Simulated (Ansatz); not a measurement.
Task: an SCF with some post-processing of RbPdO₃, space group Pm-3m, with the Python package of Ansatz (0.2.0). Give the script and its output. Use: PBEsol, PAW, the default cutoff (420 eV here), 6×6×6 k-points, Fermi-Dirac smearing of 0.1 eV.

Contents of `rbpdo3.cif`:
```cif
data_RbPdO3
_cell_length_a 4.128309
_cell_length_b 4.128309
_cell_length_c 4.128309
_cell_angle_alpha 90.00000
_cell_angle_beta 90.00000
_cell_angle_gamma 90.00000
_symmetry_space_group_name_H-M 'P 1'
_symmetry_Int_Tables_number 1
loop_
_symmetry_equiv_pos_as_xyz
'x, y, z'
loop_
_atom_site_label
_atom_site_type_symbol
_atom_site_fract_x
_atom_site_fract_y
_atom_site_fract_z
Rb1 Rb    0.500000    0.500000    0.500000
Pd2 Pd    0.000000    0.000000    0.000000
O3 O    0.000000    0.000000    0.500000
O4 O    0.000000    0.500000    0.000000
O5 O    0.500000    0.000000    0.000000
```

Script `survey.py`:
```python
"""Electronic structure of RbPdO3, looked at from several sides."""

from collections import defaultdict
from pathlib import Path
import warnings

import ansatz
from ase.io import read
import numpy as np
from pymatgen.core import Structure
from scipy.ndimage import map_coordinates


def main() -> None:
    warnings.simplefilter("ignore", ansatz.DeckWarning)

    atoms = read("rbpdo3.cif")
    rbpdo3 = ansatz.Crystal.from_ase(atoms)

    base = (
        rbpdo3.calculation()
        .functional("pbesol")
        .pseudopotentials("paw")
        .kpoints(mesh=(6, 6, 6))  # sampling of the Brillouin zone
        .occupations(ansatz.OccupationsMethod.FERMI_DIRAC, width=0.1)
        .density()
        .electron_localization_function()  # 1 for a lone pair or bond, 0.5 for a uniform gas
        .output_files(volumetric_format="npy")
        .density_of_states(energy_step=0.05, projected=True)
    )
    def show(event):
        row = event["data"]
        if event["event"] == "scf_iter" and row.get("harris_foulkes_ev") is not None:
            print(f"  iteration {row['iter']:3d}  Harris-Foulkes {row['harris_foulkes_ev']:.5f} eV  residual {row['dr2_ev']:.2e}")


    result = base.session().plan().execute(on_event=show)
    data = result.report

    print("%-22s %14.5f eV" % ("F = E - TS", data["free_energy_ev"]))
    print("%-22s %14.5f eV" % ("E", data["internal_energy_ev"]))
    print("%-22s %14.5f eV" % ("Harris-Foulkes", data["harris_foulkes_ev"]))
    print("%-22s %14.5f eV" % ("Fermi level", data["fermi_energy_ev"]))

    # ELF is 0.5 in a uniform gas and nears 1 where pairs localise
    folder = Path(result.write_results("elf"))
    elf = np.load(folder / "elf.npy")
    peak = np.unravel_index(elf.argmax(), elf.shape)
    print(f"largest ELF {elf.max():.3f} at grid fractions", np.round(np.array(peak) / elf.shape, 3))
    for level in (0.2, 0.5, 0.7, 0.8, 0.9):
        print(f"share of the cell with ELF over {level}: {np.mean(elf > level):.3f}")

    final = Structure(result.lattice.cell_ang, [s.symbol for s in result.lattice.sites], [s.position_frac for s in result.lattice.sites])
    # smooth valence density along the shortest bond of atom 0
    rho = result.density()
    total = sum(channel.density_e_per_ang3 for channel in rho.channels[:2])
    grid_cell = np.asarray(rho.fft_grid_basis) @ result.lattice.cell_ang
    partner = min(final.get_neighbors(final[0], 5.0), key=lambda n: n.nn_distance)
    line = np.linspace(final[0].coords, partner.coords, 9)
    points = (line @ np.linalg.inv(grid_cell)) * rho.dims
    values = map_coordinates(total, points.T, order=3, mode="grid-wrap")
    print(f"from {final[0].specie} to {partner.specie}, {partner.nn_distance:.3f} A")
    for t, value in zip(np.linspace(0, partner.nn_distance, 9), values):
        print(f"{t:7.3f} A  {value:9.4f} e/A^3")

    # count neighbours out to a fixed multiple of the shortest distance
    for index, (site, neighbours) in enumerate(zip(final, final.get_all_neighbors(5.5))):
        first = min(n.nn_distance for n in neighbours)
        shell = [n for n in neighbours if n.nn_distance < 1.2 * first]
        mean = sum(n.nn_distance for n in shell) / len(shell)
        print(f"atom {index} {site.specie.symbol}: {len(shell)} neighbours within 1.2 of the shortest distance, mean {mean:.3f} A")

    print(base.to_python())

    for term in (ansatz.EnergyTerm.SMEARING, ansatz.EnergyTerm.DISPERSION):
        print(f"F without {term.name.lower()}: {ansatz.free_energy_without(data, term):.5f} eV")

    dos = result.density_of_states()
    energy = np.asarray(dos.energies_ev) - dos.fermi_ev
    projected = result.projected_density_of_states()
    by_shell = defaultdict(float)
    for site in projected.sites:
        for shell in site.shells:
            for part in shell.curves:
                by_shell[f"{site.species} {'spdf'[shell.l]}"] += np.sum(part.g_bin_mean_per_ev, axis=0)
    print("E - E_F  " + " ".join(f"{name:>7s}" for name in by_shell))
    for e in np.arange(-6, 6 + 0.1, 1.0):
        print(f"{e:7.1f}  " + " ".join(f"{np.interp(e, energy, curve):7.3f}" for curve in by_shell.values()))


if __name__ == "__main__":
    main()
```

```console
$ python survey.py
  iteration   1  Harris-Foulkes -11800.61696 eV  residual 9.61e-02
  iteration   2  Harris-Foulkes -11800.59288 eV  residual 1.04e-02
  iteration   3  Harris-Foulkes -11800.59211 eV  residual 3.16e-03
  iteration   4  Harris-Foulkes -11800.59188 eV  residual 1.45e-03
  iteration   5  Harris-Foulkes -11800.59175 eV  residual 1.94e-04
  iteration   6  Harris-Foulkes -11800.59173 eV  residual 4.84e-05
  iteration   7  Harris-Foulkes -11800.59172 eV  residual 1.55e-06
  iteration   8  Harris-Foulkes -11800.59172 eV  residual 3.63e-08
F = E - TS               -11800.59172 eV
E                        -11800.33467 eV
Harris-Foulkes           -11800.59172 eV
Fermi level                   7.33912 eV
largest ELF 0.876 at grid fractions [0.5 0.5 0.7]
share of the cell with ELF over 0.2: 0.490
share of the cell with ELF over 0.5: 0.290
share of the cell with ELF over 0.7: 0.174
share of the cell with ELF over 0.8: 0.097
share of the cell with ELF over 0.9: 0.000
from Rb to O, 2.919 A
  0.000 A     0.8624 e/A^3
  0.365 A     1.9879 e/A^3
  0.730 A     1.5364 e/A^3
  1.095 A     0.4051 e/A^3
  1.460 A     0.1111 e/A^3
  1.824 A     0.1948 e/A^3
  2.189 A     0.9914 e/A^3
  2.554 A     5.1055 e/A^3
  2.919 A     7.5914 e/A^3
atom 0 Rb: 12 neighbours within 1.2 of the shortest distance, mean 2.919 A
atom 1 Pd: 6 neighbours within 1.2 of the shortest distance, mean 2.064 A
atom 2 O: 2 neighbours within 1.2 of the shortest distance, mean 2.064 A
atom 3 O: 2 neighbours within 1.2 of the shortest distance, mean 2.064 A
atom 4 O: 2 neighbours within 1.2 of the shortest distance, mean 2.064 A
(
    az.Lattice.of(((4.128309, 0.0, 0.0), (0.0, 4.128309, 0.0), (0.0, 0.0, 4.128309)))
    .atom("Rb", (0.5, 0.5, 0.5))
    .atom("Pd", (0.0, 0.0, 0.0))
    .atom("O", (0.0, 0.0, 0.5))
    .atom("O", (0.0, 0.5, 0.0))
    .atom("O", (0.5, 0.0, 0.0))
    .calculation()
    .kpoints(6, 6, 6)
    .functional("pbesol")
    .pseudopotentials(kind="paw")
    .occupations(method="fermi_dirac", width=0.1)
    .density()
    .output_files(volumetric_format="npy")
    .electron_localization_function()
    .density_of_states(energy_step=0.05, projected=True)
)

F without smearing: -11800.33467 eV
F without dispersion: -11800.59172 eV
E - E_F     Rb s    Rb p    Pd s    Pd p    Pd d     O s     O p
   -6.0    0.000   0.033   0.005   0.001   1.603   0.035   1.384
   -5.0    0.002   0.013   0.007   0.003   0.450   0.032   0.927
   -4.0    0.016   0.537   0.009   0.011   6.077   0.048   3.670
   -3.0    0.002   0.015   0.001   0.013   0.847   0.004   1.720
   -2.0    0.000   0.000   0.000   0.000   0.000   0.000   0.000
   -1.0    0.051   0.113   0.000   0.002   0.259   0.035   6.007
    0.0    0.048   0.088   0.000   0.001   2.534   0.021   7.343
    1.0    0.002   0.001   0.001   0.001   0.361   0.042   0.482
    2.0    0.001   0.000   0.001   0.001   0.376   0.032   0.511
    3.0    0.000   0.000   0.000   0.001   0.394   0.014   0.610
    4.0    0.000   0.000   0.000   0.000   0.000   0.000   0.000
    5.0    0.000   0.000   0.000   0.000   0.000   0.000   0.000
    6.0    0.000   0.000   0.000   0.000   0.000   0.000   0.000
```

Absolute energies stand on the zero of these potentials, so only differences at equal settings mean something. A total without «per atom» is that of the cell as typed. The cell holds an odd number of electrons and is run without spin, so a magnetic state may lie lower. For a metal this k-point mesh is coarse: on a finer one energies can move by several to tens of meV an atom and pressures by half a GPa or more, differences at one mesh by less. An absolute Fermi energy rests on an arbitrary zero of the periodic potential and has no direct meaning. Projections exist only for the shells that the potentials hold, some of them semicore, and samples at single energies can miss narrow peaks. The empty d shell of the heavier alkali and alkaline-earth atoms, which makes much of a conduction band, may have no channel. The fields are valence quantities on the plane-wave grid; their values near the nuclei depend on the potentials. This cell is a computed structure, which may not be the phase found in nature. The computed bands are complete only to about 8.0 eV above the Fermi level; beyond that the density of states is undercounted. Wall time of the script: 3.1 s on 1 thread of Arm Neoverse V2 (shared host), peak memory 0.45 GiB.

(Lines on the test bed's own set-up are left out of the output.)
